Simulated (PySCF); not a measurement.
# C8H6O4: the cost of one run

Programs: PySCF 2.14.0, with routines of our own; each step states its level. All values are computed. Atoms count from 0.

### Step 1. The starting structure

18 atoms, charge -1, multiplicity 2; geometry from: GFN2-xTB.

### Step 2. Open-shell or spin-flip excitations: unrestricted TDDFT BHandHLYP/def2-SVP in methanol

Job settings and geometry (Å):

```
{"job": {"kind": "uabs", "xc": "BHandHLYP", "basis": "def2-SVP", "nstates": 10, "tda": false, "solvent": "methanol", "pol": false}, "charge": -1, "multiplicity": 2}
O      3.986368     0.578971     0.027037
C      3.507761    -0.399129     0.569695
O      2.255514    -0.799958     0.700795
C      1.120290    -0.151186     0.206672
C      1.140449     1.058749    -0.508875
C     -0.082074     1.580799    -0.938985
C     -1.271871     0.954883    -0.686968
C     -1.297111    -0.275644     0.039622
C     -2.499155    -0.972863     0.329487
O     -2.627987    -2.041432     0.945952
O     -3.661492    -0.357360    -0.152828
C     -0.062280    -0.799286     0.475286
H      4.142517    -1.155827     1.077806
H      2.067708     1.561556    -0.717555
H     -0.075409     2.515077    -1.489675
H     -2.206514     1.372794    -1.027999
H     -4.387861    -0.935801     0.112919
H     -0.057612    -1.728024     1.025957
```

With the program's defaults for keys left out, this is: unrestricted TDDFT BHandHLYP/def2-SVP, vertical, IEF-PCM methanol (non-equilibrium linear response), core orbitals frozen in the response.

On the command line:

```sh
$ OMP_NUM_THREADS=1 python excited_run.py task.json out
```

This one command runs all jobs of the session in turn.

Q: Estimate the wall time and peak memory of this first job on 1 thread of Arm Neoverse V1, shared host.

About 2 min, with a peak of 0.95 GiB.
